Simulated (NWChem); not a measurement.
# One shape, several levels: triplet GeF2

Wanted: a comparison of 6 runs (UB3LYP/def2-TZVPP, UBHLYP/def2-TZVPP, UM06-2X/def2-TZVPP, UM06-L/def2-TZVPP, UPBE0/def2-TZVPP, UTPSS/def2-TZVPP) of triplet GeF2. 

Program for the calculation: NWChem 7.3.0.

1 further run of the same task is left out (set aside as unsound or not needed).

### Step 1. Starting point

GeF2: 3 atoms, total charge 0, spin state triplet. As SMILES of the parent species, `[F][Ge][F]`. The coordinates come from a PBE0-D4/def2-TZVP relaxation. That shape belongs to the parent species and isn't relaxed for this state.

Bond lengths: F1–Ge2 1.745 Å, Ge2–F3 1.745 Å. Angles: F1–Ge2–F3 97.2°.

### Step 2. The energy at UB3LYP/def2-TZVPP (run 1)

The input, f2ge.nw:

```
start f2ge
memory total 2200 mb

geometry units angstroms noautosym nocenter noautoz
 F     -0.675900    -1.101800    -0.497500
 Ge     0.637500    -0.295200     0.320200
 F      0.027600     1.332100     0.164100
end

basis spherical bse
 * library def2-TZVPP
end

dft
 xc b3lyp
 mult 3
 grid fine
 convergence energy 1e-08
 iterations 100
 mulliken
 noprint "final vectors analysis"
end

task dft
```

On the command line:

```sh
$ nwchem f2ge.nw > f2ge.out
```

What it wrote:

```text
[...]
          Wavefunction type:  spin polarized.
          No. of atoms     :     3
          No. of electrons :    50
[...]
          Charge           :     0
          Spin multiplicity:     3
[...]
          AO basis - number of functions:   110
[...]
              XC Information
              --------------
                         B3LYP Method XC Potential
                     Hartree-Fock (Exact) Exchange  0.200
                        Slater Exchange Functional  0.800 local
                    Becke 1988 Exchange Functional  0.720 non-local
              Lee-Yang-Parr Correlation Functional  0.810
                  VWN I RPA Correlation Functional  0.190 local
[...]
 d= 0,ls=0.0,diis     1  -2276.6482110020 -2.47D+03  7.29D-03  3.20D-01     3.9
[...]
 d= 0,ls=0.0,diis    11  -2276.7709415932 -3.14D-09  3.18D-07  6.10D-09    29.5
[...]
         Total DFT energy =    -2276.770941593225
      One electron energy =    -3553.421125783757
           Coulomb energy =     1185.640757181431
    Exchange-Corr. energy =     -100.053304433483
 Nuclear repulsion energy =      191.062731442584
[...]
      Total Density - Mulliken Population Analysis
     ---------------------------------------------
    Atom       Charge   Shell Charges
 -----------   ------   -------------------------------------------------------
    1 F    9     9.31   0.77  1.20  0.62  0.98  0.36  2.27  2.08  1.02  0.00  0.01  0.00
    2 Ge  32    31.39   2.00  2.00  1.17  0.79  0.92  0.46  5.98  4.44  1.56  1.12  0.65  8.86  1.10  0.15  0.13  0.08
    3 F    9     9.31   0.77  1.20  0.62  0.98  0.36  2.27  2.08  1.02  0.00  0.01  0.00
[...]
      <S2> =      2.0030 (Exact =     2.0000)
[...]
```

Wall time 30 s (1 thread of Intel Xeon 6975P-C (Granite Rapids), shared host); peak memory 0.12 GiB.

### Step 3. A single-point energy at UBHLYP/def2-TZVPP (run 2)

The input, a.xyz:

```xyz
3
F2Ge
F     -0.675900    -1.101800    -0.497500
Ge     0.637500    -0.295200     0.320200
F      0.027600     1.332100     0.164100
```

The input, a.nw:

```
start a
title "F2Ge"
memory 2200 mb
charge 0
geometry units angstroms noautosym nocenter noautoz
  load format xyz a.xyz
end
basis spherical bse
  * library def2-TZVPP
end
dft
  xc bhlyp
  mult 3
  grid fine
  convergence energy 1e-08
  iterations 100
  mulliken
end
task dft
```

On the command line:

```sh
$ nwchem a.nw > a.out
```

What it wrote:

```text
[...]
          Wavefunction type:  spin polarized.
          No. of atoms     :     3
          No. of electrons :    50
[...]
          Charge           :     0
          Spin multiplicity:     3
[...]
          AO basis - number of functions:   110
[...]
              XC Information
              --------------
                        BHLYP Method XC Functional
                     Hartree-Fock (Exact) Exchange  0.500
                        Slater Exchange Functional  0.500 local
                    Becke 1988 Exchange Functional  0.500 non-local
              Lee-Yang-Parr Correlation Functional  1.000
[...]
 d= 0,ls=0.0,diis     1  -2276.5328324617 -2.47D+03  5.80D-03  2.20D-01     3.6
[...]
 d= 0,ls=0.0,diis    11  -2276.6338944280 -4.38D-09  1.85D-07  3.33D-10    30.3
[...]
         Total DFT energy =    -2276.633894428040
      One electron energy =    -3553.958086037225
           Coulomb energy =     1186.262667796610
    Exchange-Corr. energy =     -100.001207630008
 Nuclear repulsion energy =      191.062731442584
[...]
      Total Density - Mulliken Population Analysis
     ---------------------------------------------
    Atom       Charge   Shell Charges
 -----------   ------   -------------------------------------------------------
    1 F    9     9.36   0.77  1.20  0.61  0.99  0.36  2.26  2.15  1.02  0.00  0.01  0.00
    2 Ge  32    31.29   2.00  2.00  1.16  0.79  0.86  0.45  5.98  4.43  1.57  1.11  0.62  8.89  1.09  0.13  0.12  0.08
    3 F    9     9.36   0.77  1.20  0.61  0.99  0.36  2.26  2.15  1.02  0.00  0.01  0.00
[...]
      <S2> =      2.0058 (Exact =     2.0000)
[...]
```

It took 31 s on 1 thread of Intel Xeon 6975P-C (Granite Rapids), shared host; peak memory 0.12 GiB.

Runs 3 to 5 aren't shown in full; the table further down has their settings and results.

### Step 4. The energy at UTPSS/def2-TZVPP (run 6)

The input, m1.xyz:

```xyz
3
F2Ge TPSS
F     -0.675900    -1.101800    -0.497500
Ge     0.637500    -0.295200     0.320200
F      0.027600     1.332100     0.164100
```

The input, m1.nw:

```
echo
start m1
title "F2Ge TPSS"
memory 2200 mb
charge 0

geometry noautosym nocenter noautoz
  load m1.xyz
end

basis spherical bse
  F library def2-TZVPP
  Ge library def2-TZVPP
end

dft
  xc xtpss03 ctpss03
  mult 3
  grid fine
  convergence energy 1e-08
  maxiter 100
  mulliken
  print medium
end

task dft energy
```

On the command line:

```sh
$ nwchem m1.nw > m1.out
```

What it wrote:

```text
[...]
          Wavefunction type:  spin polarized.
          No. of atoms     :     3
          No. of electrons :    50
[...]
          Charge           :     0
          Spin multiplicity:     3
[...]
          AO basis - number of functions:   110
[...]
              XC Information
              --------------
                  TPSS metaGGA Exchange Functional  1.000
             TPSS03 metaGGA Correlation Functional  1.000
[...]
 d= 0,ls=0.0,diis     1  -2276.5816206014 -2.47D+03  8.43D-03  3.12D-01     5.1
[...]
 d= 0,ls=0.0,diis    12  -2276.7140443936 -1.53D-10  2.25D-07  1.74D-09    38.9
[...]
         Total DFT energy =    -2276.714044393604
      One electron energy =    -3553.065992002189
           Coulomb energy =     1185.251594005991
    Exchange-Corr. energy =      -99.962377839989
 Nuclear repulsion energy =      191.062731442584
[...]
      Total Density - Mulliken Population Analysis
     ---------------------------------------------
    Atom       Charge   Shell Charges
 -----------   ------   -------------------------------------------------------
    1 F    9     9.28   0.77  1.20  0.62  0.98  0.36  2.26  2.08  1.00  0.00  0.01  0.00
    2 Ge  32    31.43   2.00  2.00  1.17  0.79  0.92  0.46  5.98  4.44  1.56  1.14  0.65  8.85  1.09  0.18  0.13  0.08
    3 F    9     9.28   0.77  1.20  0.62  0.98  0.36  2.26  2.08  1.00  0.00  0.01  0.00
[...]
      <S2> =      2.0024 (Exact =     2.0000)
[...]
```

Wall time 40 s (1 thread of Intel Xeon 6975P-C (Granite Rapids), shared host); peak memory 0.12 GiB.

### Step 5. The series

```csv
run,level,energy (Eh),dipole moment (D),⟨S²⟩,wall time
1,UB3LYP/def2-TZVPP,-2276.770942,2.55,2.003,30 s
2,UBHLYP/def2-TZVPP,-2276.633894,2.95,2.006,31 s
3,UM06-2X/def2-TZVPP,-2276.673624,2.88,2.005,34 s
4,UM06-L/def2-TZVPP,-2276.628239,2.20,2.003,2.6 min
5,UPBE0/def2-TZVPP,-2276.276018,2.61,2.003,33 s
6,UTPSS/def2-TZVPP,-2276.714044,2.31,2.002,40 s
```

### Step 6. Summary of results

| quantity | value |
| --- | --- |
| run 6: total energy | -2276.71404 Eh |
| run 6: dipole moment | 2.31 D |
| run 6: HOMO energy (highest over α and β) | -4.39 eV |
| run 6: ⟨S²⟩ | 2.002 |

In words: The dipole moment (its size) runs from 2.20 D (UM06-L/def2-TZVPP) to 2.95 D (UBHLYP/def2-TZVPP). Totals of different functionals can't be ranked against each other. All runs together took 5.3 min, the longest 2.6 min.
